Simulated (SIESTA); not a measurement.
Runs of SIESTA 5.4.2 on MgMnCoO4. The structure is monoclinic, space group Pm (No. 6). Conventional cell: a = 5.254 Å, b = 2.970 Å, c = 5.620 Å, α = 90.00°, β = 109.97°, γ = 90.00°. Co (site symmetry m) has 6 O at 2.03 to 2.27 Å as nearest neighbours. Mn (site symmetry m) is surrounded by 6 O at 1.90 to 2.11 Å. Mg (site symmetry m) is surrounded by 4 O at 1.91 to 2.08 Å. O (site symmetry m) is surrounded by 2 Mg at 2.08 Å and 2 Mn at 2.11 Å and 1 Co at 2.21 Å. Around O (site symmetry m) lie 1 Mn at 1.93 Å and 1 Mg at 2.00 Å and 2 Co at 2.03 Å. Around O (site symmetry m) lie 1 Mg at 1.91 Å and 1 Mn at 1.91 Å and 2 Co at 2.10 Å. O (site symmetry m) has 2 Mn at 1.90 Å as nearest neighbours. The cell comes from a database or a generator and needn't be the stable form of this composition.

```tsv
task	level	potentials or basis	cell	gap on the mesh (eV)	pressure (GPa)	moment (μB)	largest force (eV/Å)
band structure	PBEsol	PseudoDojo 0.4 standard (PBEsol files), DZP (energy shift 0.003 Ry; two zetas on semicore shells)	as given	none	-8.5	5.95	0.64
single point	PBE	PseudoDojo 0.4 standard (PBE files), DZP (energy shift 0.003 Ry; two zetas on semicore shells)	atoms moved at random, drawn with an rms of 0.05 Å	none	-3.0	6.00	1.30
single point	PBEsol	PseudoDojo 0.4 standard (PBEsol files), DZP (energy shift 0.003 Ry; two zetas on semicore shells)	atoms moved at random, drawn with an rms of 0.05 Å	none	-8.8	5.98	1.31
band structure	PBE	PseudoDojo 0.4 standard (PBE files), DZP (energy shift 0.003 Ry; two zetas on semicore shells)	as given	none	-2.5	6.00	(a)
single point	PBEsol	PseudoDojo 0.4 standard (PBEsol files), DZP (energy shift 0.003 Ry; two zetas on semicore shells)	as given	none	-8.5	5.95	0.64
```

Alike in all rows: spin collinear, ferromagnetic start; k mesh 6 × 9 × 5; smearing fermi-dirac 0.05 eV; grid cutoff 800 Ry; energy shift 0.003 Ry.

Fill in the values left out.

(a) 0.63.

Caveats: short orbitals over semicore shells can move pressures by several GPa; the basis of atomic orbitals isn't converged, which shifts pressures, moduli and gaps; semilocal functionals often make such compounds metallic where correlation or magnetic order opens a gap, which also shifts bond lengths; only a ferromagnetic start was run, and an antiferromagnetic order may lie lower in energy.

A gap of «none» marks a metal or a gap under the smearing width.
